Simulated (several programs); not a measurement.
Many methods on one cell: LaScN2 (ordering on rocksalt)

An ordered 4-atom cell of LaScN2 on the rocksalt lattice (P4/mmm), relaxed with r2SCAN in Ansatz, was computed with several methods. Space group P4/mmm (No. 123), tetragonal; a = 3.528 Å, c = 4.953 Å in the conventional setting, 15.41 Å³ an atom. Sc is surrounded by 6 N at 2.48–2.49 Å; N is surrounded by 2 Sc at 2.48 Å and 4 La at 2.49 Å; La is surrounded by 6 N at 2.48–2.49 Å; N is surrounded by 2 La at 2.48 Å and 4 Sc at 2.49 Å. Computed, not measured; no magnetism was allowed, and whether the structure is a known phase isn't checked.

```cif
data_structure
_symmetry_space_group_name_H-M 'P 1'
_symmetry_Int_Tables_number 1
_cell_length_a 3.5280
_cell_length_b 3.5280
_cell_length_c 4.9531
_cell_angle_alpha 90.000
_cell_angle_beta 90.000
_cell_angle_gamma 90.000
_cell_volume 61.65
loop_
_atom_site_label
_atom_site_type_symbol
_atom_site_fract_x
_atom_site_fract_y
_atom_site_fract_z
_atom_site_occupancy
Sc1 Sc 0.00000 0.00000 0.00000 1
N1 N 0.00000 0.00000 0.50000 1
La1 La 0.50000 0.50000 0.50000 1
N2 N 0.50000 0.50000 0.00000 1
```

Gaps and times are for a single point on this cell; volume and bulk modulus come from each method's own relaxation or energy curve at fixed shape, which is too stiff where a cell has free coordinates or axes. Times are rough, from shared hosts (Arm Neoverse V1; Arm Neoverse V2), and each method has its own mesh and cell size. A double dagger marks a value from a curve with shape and coordinates held. PM6 (MOPAC), PM7 (MOPAC) treat a cluster of cells at its zone centre, which samples few k points: where these miss a band edge, the gap comes out too large for that reason alone. Gaps from k meshes are read at a limited set of points (mesh, symmetry points, PBE's band edges), so each method's own least gap may be somewhat smaller. xTB and the PM methods were fitted mostly to molecules, and can miss a solid's gap by electronvolts. Times of the plane-wave ladder aren't listed, since it ran on unlike processors and cards. d marks a direct gap, i an indirect one (no mark: not told apart), a dash a value that wasn't computed or didn't pass its checks.

```tsv
method	kind	gap (eV)	own volume (Å³/atom)	bulk modulus (GPa)	atoms computed	processor time
light PBE (260 eV and a coarse mesh)	light plane-wave	overlap 0.32	–	–	4	1.2 s
PBE	semilocal	overlap 0.38	15.49	140‡	4	–
r2SCAN	semilocal	overlap 0.21	15.41	150‡	4	–
PM7 (MOPAC)	semi-empirical	4.16	–	–	cluster	39 s
PBE+SOC	semilocal	overlap 0.28	–	–	4	–
PM6 (MOPAC)	semi-empirical	3.21	–	–	cluster	110 s
HSE06	hybrid	0.20 d	–	–	4	–
```

Against HSE06 (0.20 eV) and with closed or daggered gaps left aside, the nearest gap at the points sampled is that of PM6 (MOPAC) (+3.01 eV) and the farthest that of PM7 (MOPAC) (+3.96 eV). HSE06 is only a yardstick of convenience, and nearness to it can be luck.

Runs without a result: GFN1-xTB (tblite) (single point), GFN2-xTB (tblite) (single point), PBE/single zeta (GPAW) (single point).

With PBE and r2SCAN the bands overlap or touch, or nearly. Semilocal functionals can close a real gap, so this doesn't show a metal; small gaps of other methods may in turn close between the points read or with spin-orbit coupling, and the solid may be a semimetal.

Only the rows marked +SOC include spin-orbit coupling.
